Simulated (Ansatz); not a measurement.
# C2H6GeSe: how energies converge with the basis set

One table from this session's results is given with a row withheld; the runs are named, their logs left out.

Computed with Ansatz 0.2.0, Gaussian basis. Level: one geometry, several basis sets.

Levels to be run: PBE0-D4/def2-SVP; ωB97M-V/def2-SVP; PBE0-D4/def2-QZVPP; ωB97M-V/def2-QZVPP; the functionals' def2-TZVPP values are taken from earlier runs.

## Structure used throughout

An earlier PBE0-D4 in a triple-zeta def2 set relaxation fixed the geometry.

10 atoms, charge 0, spin multiplicity 1.

Atoms are counted from 1 here; the program's logs count them from 0.

Bond lengths: C1–C2 1.325 Å, C1–H5 1.085 Å, C1–H6 1.084 Å, C2–Se3 1.904 Å, C2–H7 1.085 Å, Se3–Ge4 2.353 Å, Ge4–H8 1.538 Å, Ge4–H9 1.534 Å, Ge4–H10 1.537 Å. Angles: C2–C1–H5 120.4°, C2–C1–H6 122.2°, H5–C1–H6 117.4°, C1–C2–Se3 122.9°, C1–C2–H7 121.5°, Se3–C2–H7 115.5°, C2–Se3–Ge4 96.4°, Se3–Ge4–H8 108.4°, Se3–Ge4–H9 106.4°, Se3–Ge4–H10 110.9°, H8–Ge4–H9 110.9°, H8–Ge4–H10 109.6°, H9–Ge4–H10 110.6°.

Set-up of the first run:

in.yaml

```yaml
crystal:
  periodic: [false, false, false]
  atoms:
    - {symbol: C, position_ang: [-0.039136, 1.622220, -1.612964]}
    - {symbol: C, position_ang: [0.329020, 0.548766, -0.929985]}
    - {symbol: Se, position_ang: [0.948710, 0.628759, 0.869055]}
    - {symbol: Ge, position_ang: [-0.125432, -1.331500, 1.605089]}
    - {symbol: H, position_ang: [-0.309312, 1.539507, -2.660267]}
    - {symbol: H, position_ang: [-0.076754, 2.608071, -1.163531]}
    - {symbol: H, position_ang: [0.360728, -0.433160, -1.391609]}
    - {symbol: H, position_ang: [0.164878, -2.452539, 0.593538]}
    - {symbol: H, position_ang: [0.473231, -1.664266, 2.977437]}
    - {symbol: H, position_ang: [-1.642931, -1.117056, 1.716138]}
basis:
  gaussian: {orbitals: def2-SVP}
hamiltonian: {xc: pbe0, dispersion: d4}
output: {orbitals: {seedname: orbitals}}
```

Steps of the session up to this table: PBE0-D4 in def2-SVP; ωB97M-V in def2-SVP; PBE0-D4 in def2-QZVPP; ωB97M-V in def2-QZVPP.

One of the session's tables, all rows but one given; the rest of the session is left out.

It belongs to the step «Functionals by basis». 

```
functional       basis  HOMO (eV)  LUMO (eV)
   PBE0-D4    def2-SVP      -6.37      -0.23
   PBE0-D4  def2-TZVPP          ?          ?
   PBE0-D4  def2-QZVPP      -6.47      -0.52
   ωB97M-V    def2-SVP      -8.44       1.81
   ωB97M-V  def2-TZVPP      -8.55       1.49
   ωB97M-V  def2-QZVPP      -8.56       1.16
```

Estimate the missing values for PBE0-D4, def2-TZVPP.

**Answer.** HOMO (eV): -6.46; LUMO (eV): -0.42. In the column «HOMO (eV)» it lies between PBE0-D4, def2-QZVPP (-6.47) and PBE0-D4, def2-SVP (-6.37).
